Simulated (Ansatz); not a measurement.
**Relaxation of ZnSn**

Aim: in ZnSn, a known structure type filled with other elements, at an estimated volume, relax cell and atoms, then read levels, charges and fields where it ends.

Computed, not measured: Ansatz 0.2.0, DFT, PBEsol, no spin polarisation, plane waves, PAW.

### Step 1. The structure

Symmetry: R-3m, No. 166, trigonal system. Conventional cell: a = 3.320 Å, b = 3.320 Å, c = 12.238 Å, α = 90.00°, β = 90.00°, γ = 120.00°. Around Sn (site symmetry -3m) lie 6 Zn at 2.80 Å. Zn (site symmetry -3m) has 6 Sn at 2.80 Å as nearest neighbours.

Coordinates:

```
CELL_PARAMETERS angstrom
3.31962 0.00000 0.00000
-1.65981 2.87487 0.00000
-1.65981 0.95829 4.07919
ATOMIC_POSITIONS crystal
Sn 0.50000 0.50000 0.50000
Zn 0.00000 0.00000 0.00000
```

It starts from an earlier solution of the starting cell (checkpoint.read).

### Step 2. The relaxation

input.yaml

```yaml
crystal:
  lattice:
    - [3.319615, 0.0, 0.0]
    - [-1.659808, 2.874878, 0.0]
    - [-1.659808, 0.958293, 4.079195]
  atoms:
    - { symbol: Sn, position: [0.5, 0.5, 0.5] }
    - { symbol: Zn, position: [0.0, 0.0, 0.0] }
  symmetry: { tolerance: 0.0003 }
kpoints:
  mp_grid: { grid: [9, 9, 9], shift: [0, 0, 0] }
magnetization:
  spin_polarized: false
scf:
  occupations: { method: fermi_dirac }
  lower_state_search: "off"
hamiltonian:
  pseudopotentials: { kind: paw }
  xc: pbesol
basis:
  ecutwfc: 420
  fft_grid_basis: typed
relax:
  max_steps: 40
  cell: { p_target: 0.0 }
output:
  forces: true
  stress: true
  eigenvalues: true
  bader: true
  populations: true
  elf: true
  write_potential: true
  volumetric_format: npy
  dos:
    e_range: [-12, 8]
    de: 0.05
    projected: { site_lists: { Sn: [Sn], Zn: [Zn] } }
checkpoint:
  read: saved_state
```

Started as:

```
> ansatz run input.yaml --threads 2 --pin off --max-ram 2560MiB --backend cpu --events-out ev --progress --plain --runs-dir out
```

What it wrote, cut to the lines that bear on the results:

```text
Warning: crystal.lattice misses the space group found at crystal.symmetry.tolerance 3.0e-4 in a digit that the deck types, which is why this is a warning: making the lattice exact moves one of its numbers by a whole unit of that number's last typed decimal, or more. The operation that it [...]
Warning: checkpoint.read: basis.xc_grid differs: saved 1, current 2 (points along each axis for each point of the dense box; where the key is left out runs that use forces, runs that use the stress, dielectric runs by a finite field, finite-displacement phonons, runs of [...]
Warning: RAYON_NUM_THREADS=2 ignored (pool sized by the plan → 2); use --threads N
[...]
Pseudopotentials: kind: paw
Pseudopotential: Sn, paw, valence charge 14, recommended cutoff 420 eV (normal), Sn.paw.azcp
Pseudopotential: Zn, paw, valence charge 12, recommended cutoff 420 eV (normal), Zn.paw.azcp
Functional definition: PBEsol
[...]
Crystal: 2 atoms, lattice volume = 38.930 Å³
Basis set: ecut = 420 eV, 799 PW (Γ), exchange–correlation on 48×48×64 points (8 copies of the dense FFT grid, shifted against one another)
Bands: 17, of which v1, the nominal top of the filled ones, is band 13 counted from 1 (12 counted from 0)
Symmetry: 12 space group operations
Space group: R-3m (ITA 166), of the structure as read, at distance tolerance 1.0e-3 Å
k-points: 85 of 729
[...]
SCF iter   1: F=—  HF=-9230.394679 eV  |F-HF|=—  |Δ(HF+E_count)|=         —  Δρ=9.69e-4  dr2=3.35e-4  ethr=1.79e-6  ⟨swp⟩=2.1  Hψ=10601  notcnv=0
[...]
relax step   1: F+E_penalty+E_count = -9230.39463911 eV  Δ(F+E_penalty+E_count) = +0.000e0 eV  max|allowed force component| = 8.349e-30 eV/Å  Δτ_max = 0.0000 Å  P = +6.025 GPa  Ω = 38.930 Å³  (6 SCF iters, dr2 threshold 1.00e-7 eV, accepted)
[...]
relax step   2: F+E_penalty+E_count = -9230.47425078 eV  Δ(F+E_penalty+E_count) = -7.961e-2 eV  max|allowed force component| = 1.676e-29 eV/Å  Δτ_max = 0.0000 Å  P = -1.071 GPa  Ω = 43.050 Å³  energy of the carried Pulay correction = -1.593e-3 eV  (6 SCF iters, dr2 threshold 2.00e-7 eV, accepted)
[...]
SCF iter   6: F=-9230.485335 eV  HF=-9230.485335 eV  |F-HF|=3.96e-9  |Δ(HF+E_count)|=   4.98e-8  Δρ=5.50e-6  dr2=9.92e-9  ethr=7.69e-10  ⟨swp⟩=9.4  Hψ=10472  notcnv=0
```

### Step 3. The output, continued

Output, continued:

```text
SCF 3 converged in 6 iterations: F = -9230.485335 eV  dr2 = 9.92e-9
relax step   3: F+E_penalty+E_count = -9230.48533460 eV  Δ(F+E_penalty+E_count) = -1.108e-2 eV  max|allowed force component| = 1.657e-29 eV/Å  Δτ_max = 0.0000 Å  P = -0.621 GPa  Ω = 42.745 Å³  energy of the carried Pulay correction = -1.485e-3 eV  (6 SCF iters, dr2 threshold 2.00e-7 eV, accepted)
Crystal: 2 atoms, lattice volume = 42.401 Å³
Basis set: ecut = 420 eV, 805 PW (Γ), exchange–correlation on 48×48×64 points (8 copies of the dense FFT grid, shifted against one another)
iter 1 solved again at ethr=1.29e-6 eV; its pass at ethr=3.10e-3 eV (dr2=3.36e-4 eV) is discarded
SCF iter   1: F=—  HF=-9230.488796 eV  |F-HF|=—  |Δ(HF+E_count)|=         —  Δρ=1.22e-3  dr2=3.57e-4  ethr=1.29e-6  ⟨swp⟩=2.0  Hψ=10850  notcnv=0
preconditioner: auto → Kerker (q_TF=auto, 2.515 Å⁻¹)  [metal: Δε(μ)=0.089 eV  Ē_g=16.549 eV  σ=0.100 eV  W_gap=0.22  n_scr=14 (ndim 8)  ℏωp=29.1 eV  f_vac=0.000  D(μ)=0.49/eV (n_scr^D=0)]
SCF iter   2: F=—  HF=-9230.488736 eV  |F-HF|=—  |Δ(HF+E_count)|=   5.92e-5  Δρ=3.98e-4  dr2=4.96e-5  ethr=1.29e-6  ⟨swp⟩=2.0  Hψ=1946  notcnv=0
SCF iter   3: F=—  HF=-9230.488722 eV  |F-HF|=—  |Δ(HF+E_count)|=   1.39e-5  Δρ=3.42e-4  dr2=3.36e-5  ethr=1.91e-7  ⟨swp⟩=2.0  Hψ=2089  notcnv=0
SCF iter   4: F=—  HF=-9230.488716 eV  |F-HF|=—  |Δ(HF+E_count)|=   5.99e-6  Δρ=7.22e-5  dr2=1.65e-6  ethr=1.29e-7  ⟨swp⟩=2.4  Hψ=2096  notcnv=0
SCF iter   5: F=-9230.488717 eV  HF=-9230.488717 eV  |F-HF|=1.46e-7  |Δ(HF+E_count)|=   5.38e-7  Δρ=2.32e-5  dr2=1.99e-7  ethr=7.69e-10  ⟨swp⟩=9.2  Hψ=12757  notcnv=0
SCF 4 converged in 5 iterations: F = -9230.488717 eV  dr2 = 1.99e-7
relax step   4: F+E_penalty+E_count = -9230.48871686 eV  Δ(F+E_penalty+E_count) = -3.382e-3 eV  max|allowed force component| = 2.630e-31 eV/Å  Δτ_max = 0.0000 Å  P = -0.043 GPa  Ω = 42.401 Å³  energy of the carried Pulay correction = -1.362e-3 eV  (5 SCF iters, dr2 threshold 2.00e-7 eV, accepted)
Crystal: 2 atoms, lattice volume = 42.362 Å³
iter 1 solved again at ethr=6.36e-9 eV; its pass at ethr=3.10e-3 eV (dr2=1.65e-6 eV) is discarded
SCF iter   1: F=—  HF=-9230.488772 eV  |F-HF|=—  |Δ(HF+E_count)|=         —  Δρ=6.18e-5  dr2=9.08e-7  ethr=6.36e-9  ⟨swp⟩=3.1  Hψ=10070  notcnv=0
preconditioner: auto → Kerker (q_TF=auto, 2.515 Å⁻¹)  [metal: Δε(μ)=0.119 eV  Ē_g=16.564 eV  σ=0.100 eV  W_gap=0.28  n_scr=14 (ndim 8)  ℏωp=29.1 eV  f_vac=0.000  D(μ)=0.50/eV (n_scr^D=0)]
SCF iter   2: F=—  HF=-9230.488773 eV  |F-HF|=—  |Δ(HF+E_count)|=   7.70e-7  Δρ=3.26e-5  dr2=3.14e-7  ethr=3.49e-9  ⟨swp⟩=2.0  Hψ=1899  notcnv=0
SCF iter   3: F=—  HF=-9230.488773 eV  |F-HF|=—  |Δ(HF+E_count)|=   1.01e-8  Δρ=2.09e-5  dr2=1.10e-7  ethr=1.21e-9  ⟨swp⟩=2.0  Hψ=1988  notcnv=0
SCF iter   4: F=-9230.488773 eV  HF=-9230.488773 eV  |F-HF|=2.33e-9  |Δ(HF+E_count)|=   2.87e-8  Δρ=3.76e-6  dr2=4.82e-9  ethr=8.71e-11  ⟨swp⟩=8.3  Hψ=11319  notcnv=0
SCF 5 converged in 4 iterations: F = -9230.488773 eV  dr2 = 4.82e-9
relax step   5: F+E_penalty+E_count = -9230.48877252 eV  Δ(F+E_penalty+E_count) = -5.566e-5 eV  max|allowed force component| = 8.152e-30 eV/Å  Δτ_max = 0.0000 Å  P = +0.003 GPa  Ω = 42.362 Å³  energy of the carried Pulay correction = -1.347e-3 eV  (4 SCF iters, dr2 threshold 2.26e-8 eV, accepted)
Basis set: ecut = 420 eV, 805 PW (Γ), exchange–correlation on 48×48×60 points (8 copies of the dense FFT grid, shifted against one another)
Initial wavefunctions: pseudopotential atomic-orbital guess (no wavefunctions were taken with the density)
iter 1 solved again at ethr=2.08e-7 eV; its pass at ethr=3.10e-3 eV (dr2=5.40e-5 eV) is discarded
SCF iter   1: F=—  HF=-9230.489920 eV  |F-HF|=—  |Δ(HF+E_count)|=         —  Δρ=8.55e-4  dr2=7.49e-6  ethr=2.08e-7  ⟨swp⟩=2.6  Hψ=10726  notcnv=0
preconditioner: auto → Kerker (q_TF=auto, 2.515 Å⁻¹)  [metal: Δε(μ)=0.119 eV  Ē_g=16.563 eV  σ=0.100 eV  W_gap=0.28  n_scr=14 (ndim 8)  ℏωp=29.1 eV  f_vac=0.000  D(μ)=0.50/eV (n_scr^D=0)]
SCF iter   2: F=—  HF=-9230.490281 eV  |F-HF|=—  |Δ(HF+E_count)|=   3.62e-4  Δρ=4.37e-4  dr2=2.58e-6  ethr=2.88e-8  ⟨swp⟩=2.4  Hψ=2081  notcnv=0
SCF iter   3: F=—  HF=-9230.490399 eV  |F-HF|=—  |Δ(HF+E_count)|=   1.17e-4  Δρ=7.30e-5  dr2=4.07e-7  ethr=9.93e-9  ⟨swp⟩=2.0  Hψ=2038  notcnv=0
SCF iter   4: F=—  HF=-9230.490400 eV  |F-HF|=—  |Δ(HF+E_count)|=   1.78e-6  Δρ=5.83e-6  dr2=8.62e-9  ethr=1.57e-9  ⟨swp⟩=2.0  Hψ=2079  notcnv=0
SCF iter   5: F=—  HF=-9230.490400 eV  |F-HF|=—  |Δ(HF+E_count)|=   5.24e-9  Δρ=2.32e-6  dr2=8.52e-10  ethr=3.32e-11  ⟨swp⟩=3.0  Hψ=2968  notcnv=0
SCF iter   6: F=—  HF=-9230.490400 eV  |F-HF|=—  |Δ(HF+E_count)|=   1.01e-9  Δρ=9.82e-7  dr2=1.21e-10  ethr=3.28e-12  ⟨swp⟩=2.1  Hψ=2011  notcnv=0
SCF iter   7: F=-9230.490400 eV  HF=-9230.490400 eV  |F-HF|=3.64e-12  |Δ(HF+E_count)|=  3.13e-10  Δρ=1.03e-7  dr2=5.66e-12  ethr=1.00e-12  ⟨swp⟩=6.0  Hψ=6371  notcnv=0
SCF 6 converged in 7 iterations: F = -9230.490400 eV  dr2 = 5.66e-12
relax step   6: F+E_penalty+E_count = -9230.49040037 eV  Δ(F+E_penalty+E_count) = -1.628e-3 eV  max|allowed force component| = 1.315e-31 eV/Å  Δτ_max = 0.0000 Å  P = +0.014 GPa  Ω = 42.362 Å³  stress off target by 2.43e-2 GPa  SCF on the basis re-selected at this cell (its energy is not comparable with the rows above)  (7 SCF iters)
basis re-selected at this cell: Δ(F+E_penalty+E_count) = -1.628e-3 eV, ΔP = +0.011 GPa vs the last step (what re-selecting the basis moved, of the pressure what is left beyond the Pulay correction that the steps carried, after the strain that the cell walked since its last selection, with what the two solves' SCF thresholds leave and, on support functions, any second-order correction that the steps lacked; it is no measure of the basis error at this ecutwfc). The dense FFT grid was sized anew with the basis: this SCF ran on 24×24×30 points, the steps before it on 24×24×32, so part of this shift can come from that change (see relax.cell in the input reference). This SCF's stress stands 2.43e-2 GPa from its target on what of the cell is left free (relax.cell.stress_tol is 5.00e-2 GPa) and its largest allowed force component is 1.31e-31 eV/Å (relax.f_tol is 1.00e-2 eV/Å): within both
SCF converged after 7 iterations
Free energy (F): -9230.490400 eV
Harris-Foulkes:  -9230.490400 eV  (|F-HF|=3.64e-12)
Internal energy: -9230.472919 eV  (E = F + TS)
E sigma→0 (E₀):  -9230.481659 eV
Entropy (-TS):   -0.017482 eV (-8.741 meV/atom)
Fermi energy:    10.666844 eV
--- Per-component energies (eV) ---
  E_band       = -36.263292
  E_kinetic    = 318.592808
  E_local      = -2443.398764  (includes V_loc(G=0)·N_el)
  E_nonlocal   = 581.739676
  E_hartree    = 1201.453383
  E_xc         = -515.664452
  E_vxc        = -150.285178  (∫ρ·V_xc dr)
  E_paw        = -5852.971047  (= ΣΔE_a)
  E_vpaw       = -745.818211  (= ΣTr[D̂ρ^β])
  E_aug_tail   = -0.000369  (compensation charges beyond the density's cutoff)
  E_ewald      = -2521.306349
  E_core_change = 1.082195  (= ΣΔE_core)
  E_smearing   = -0.017482  (= −TS)
  E_closure    = -0.000000  (closes the sum)
  Σ components = -9230.490400   (vs F -9230.490400, Δ=0.00e0)
--- Forces (eV/Å), atoms counted from 1 ---
  atom   1  Sn     0.00000000     0.00000000     0.00000000
  atom   2  Zn     0.00000000    -0.00000000     0.00000000
  max |Σ_I F_I| component: 2.63e-31 eV/Å
--- Stress (GPa, compression-positive) ---
        0.024282       0.000000       0.000000
        0.000000       0.024282      -0.000000
        0.000000      -0.000000      -0.005643
  P = ⅓ Tr σ = 0.0143 GPa (0.143 kbar)
--- Band table (eV; the first three rows and the last of 85) ---
  k-point 0: bands = ["-10.7227", "-10.7227", "-10.6818", "-10.6437", "-10.6437", "-0.2912", "3.2457", "3.3246", "3.3246", "3.3779", "3.3779", "9.2881", "11.5849", "15.3872", "15.3872", "20.0626", "20.0626"]
  k-point 1: bands = ["-10.7226", "-10.7226", "-10.6804", "-10.6429", "-10.6429", "-0.1748", "3.2405", "3.3186", "3.3186", "3.3772", "3.3772", "8.0469", "13.0607", "15.4224", "15.4224", "19.5930", "19.5930"]
  k-point 2: bands = ["-10.7224", "-10.7224", "-10.6768", "-10.6407", "-10.6407", "0.1674", "3.2248", "3.3021", "3.3021", "3.3767", "3.3767", "6.3298", "15.4833", "15.5305", "15.5305", "18.7774", "18.7774"]
  k-point 84: bands = ["-10.6948", "-10.6871", "-10.6634", "-10.6617", "-10.6121", "2.7972", "3.1754", "3.2925", "3.3380", "3.3867", "5.1234", "6.6099", "8.0874", "9.5325", "12.5718", "14.4165", "18.5836"]
--- Relaxed structure (5 steps of the walk, 5 accepted, 1 SCFs on fresh bases) ---
  F+E_penalty+E_count = -9230.49040037 eV   max|allowed force component| = 1.315e-31 eV/Å   (the final SCF, on the basis selected at the relaxed cell)
  cell:  # Å, volume = 42.3617 Å³
    - [3.519558971873796, 3.060619735693768e-7, 1.4380127609401348e-7]
    - [-1.7597797509943371, 3.0480273267291618, -1.9643606466144802e-7]
    - [-1.7597797356289542, 1.0160091682284407, 3.948811193481507]
  atoms:
    - { symbol: Sn, position: [0.5, 0.4999999999999999, 0.5] }
    - { symbol: Zn, position: [-2.2731426623177704e-35, -1.228182892432936e-34, -4.822588066350333e-42] }
--- Löwdin populations: 2 sites ---
  site symbol       q [e]
     0     Sn     14.8508
     1     Zn     10.9320
  spilling = 0.008354 (of n_electrons = 26.000000)
--- Bader charges: 2 sites ---
  site symbol  charge [e]  shift [e]
     0     Sn      0.0356     0.0006
     1     Zn     -0.0356     0.0006
  estimated error of the sums over rays = 2.6e-4 e
```

Wall time 15 s (2 threads of Arm Neoverse V2, shared host); peak memory 0.38 GiB.

Step by step:

| step | energy from step 1 (eV/cell) | largest force component (eV/Å) | pressure (GPa) | volume (Å³) |
| --- | --- | --- | --- | --- |
| 1 | 0.0000 | 0.0000 | 6.03 | 38.93 |
| 2 | -0.0796 | 0.0000 | -1.07 | 43.05 |
| 3 | -0.0907 | 0.0000 | -0.62 | 42.75 |
| 4 | -0.0941 | 0.0000 | -0.04 | 42.40 |
| 5 | -0.0941 | 0.0000 | 0.00 | 42.36 |
| 6 | -0.0958 | 0.0000 | 0.01 | 42.36 |

Step 1 is the start. Step 6 repeats the geometry before on a plane-wave basis chosen anew for that cell, so the energy can jump there without any move; the table keeps such jumps.

| input's cell | before | after | change |
| --- | --- | --- | --- |
| a (Å) | 3.320 | 3.520 | +6.0 % |
| b (Å) | 3.320 | 3.520 | +6.0 % |
| c (Å) | 4.507 | 4.441 | -1.5 % |
| α (°) | 68.39 | 66.66 | -1.74° |
| β (°) | 111.61 | 113.34 | +1.74° |
| volume (Å³/atom) | 19.46 | 21.18 | +8.8 % |

### Step 4. Density of states

Counts of states in windows (eV from the Fermi level; tetrahedra), total and projected:

| from | to | total | Sn s | Sn p | Zn s | Zn d |
| --- | --- | --- | --- | --- | --- | --- |
| -4.5 | -4.0 | 0.40 | 0.05 | 0.22 | 0.10 | 0.02 |
| -4.0 | -3.5 | 0.42 | 0.07 | 0.24 | 0.08 | 0.02 |
| -3.5 | -3.0 | 0.28 | 0.06 | 0.15 | 0.04 | 0.01 |
| -3.0 | -2.5 | 0.39 | 0.06 | 0.24 | 0.07 | 0.01 |
| -2.5 | -2.0 | 0.38 | 0.04 | 0.26 | 0.05 | 0.01 |
| -2.0 | -1.5 | 0.37 | 0.04 | 0.27 | 0.03 | 0.01 |
| -1.5 | -1.0 | 0.43 | 0.04 | 0.32 | 0.04 | 0.01 |
| -1.0 | -0.5 | 0.45 | 0.04 | 0.31 | 0.05 | 0.01 |
| -0.5 | 0.0 | 0.39 | 0.03 | 0.26 | 0.05 | 0.01 |
| 0.0 | 0.5 | 0.38 | 0.03 | 0.26 | 0.04 | 0.01 |
| 0.5 | 1.0 | 0.37 | 0.03 | 0.24 | 0.05 | 0.00 |
| 1.0 | 1.5 | 0.46 | 0.03 | 0.28 | 0.07 | 0.00 |
| 1.5 | 2.0 | 0.51 | 0.02 | 0.29 | 0.09 | 0.00 |
| 2.0 | 2.5 | 0.52 | 0.02 | 0.28 | 0.10 | 0.00 |
| 2.5 | 3.0 | 0.48 | 0.01 | 0.25 | 0.08 | 0.00 |

The bands computed are complete only to about 3.3 eV above the Fermi level.

### Step 5. Atomic charges

Gathered by element (positive charge: electrons given up): Löwdin charges also hold the electrons that the projection spills.

| element | atoms | Bader charge (e) | Bader volume (Å³) | Löwdin charge (e) |
| --- | --- | --- | --- | --- |
| Sn | 1 | +0.04 | 24.7 | -0.85 |
| Zn | 1 | -0.04 | 17.7 | +1.07 |

Löwdin charges rest on a small set of atomic orbitals that misses 0.8 % of the electrons, so they need not add up to the cell's charge and can differ from Bader's even in sign.

### Step 6. Fields in real space

Maps in the plane spanned by a and b at height 0.500 along c (axes of the input's cell), one cell: a runs left to right (11 points from zero), b bottom to top (11 points), 120° apart. Inside the augmentation spheres the fields are the smooth ones.

Valence density. Ten steps from '0' (0.10 e/Å³) to '9' (14.60 e/Å³), finer at the low end (step k begins (100^(k/10) - 1)/99 of the way up):
```
00000001110
00000123221
00002355421
00024787531
00137998520
00258997310
01357874200
01245532000
01223210000
00111000000
00000000000
```

ELF. Ten even steps from '0' (0.00) to '9' (0.32):
```
76667899999
86579999999
86799977999
87999301799
78993000799
79970003998
89971039997
89997799976
89999999756
79999987666
77888778887
```

Atoms within 0.2 Å of the plane, in fractions of a and b: Sn at (0.50, 0.50).

Scans along the contacts give these minima of the density:

| contact | length (Å) | minimum at (fraction) | density (e/Å³) | ELF |
| --- | --- | --- | --- | --- |
| Sn1–Zn2 | 2.833 | 0.53 | 0.240 | 0.40 |

### Step 7. What came out

| quantity | value |
| --- | --- |
| moves | 4 |
| energy gained | 47.1 meV/atom |
| largest move | 0.00 Å |
| space group (0.01 Å), before / after | R-3m / R-3m |
| cell | a = 3.520 Å, b = 3.520 Å, c = 4.441 Å, α = 66.66°, β = 113.34°, γ = 120.00° |
| volume | 21.18 Å³/atom (+8.8 %) |
| pressure at the end | 0.01 GPa |
| formation energy (elements from separate runs) | 0.10 eV/atom |
| character | metal |
| density of states, mean within 0.25 eV of the Fermi level | 0.76 per eV per cell |
| Bader charges | Sn +0.04, Zn -0.04 e |

**Reading.** The volume grew by 8.8 %, and the atoms end where they began within the cell; the energy fell by 47.1 meV per atom. With 12 symmetry operations imposed, the end may be a saddle point towards distortions that break them. The cell is metallic; within 0.25 eV of the Fermi level the density of states averages 0.76 per eV per cell, mostly Sn p (67 %). Against the elements' reference phases (beta-Sn (white tin), Zn hcp; separate runs with the same functional) the formation energy is 0.10 eV per atom, so at this geometry it is not bound against them. Bader's partition shows almost no charge transfer.
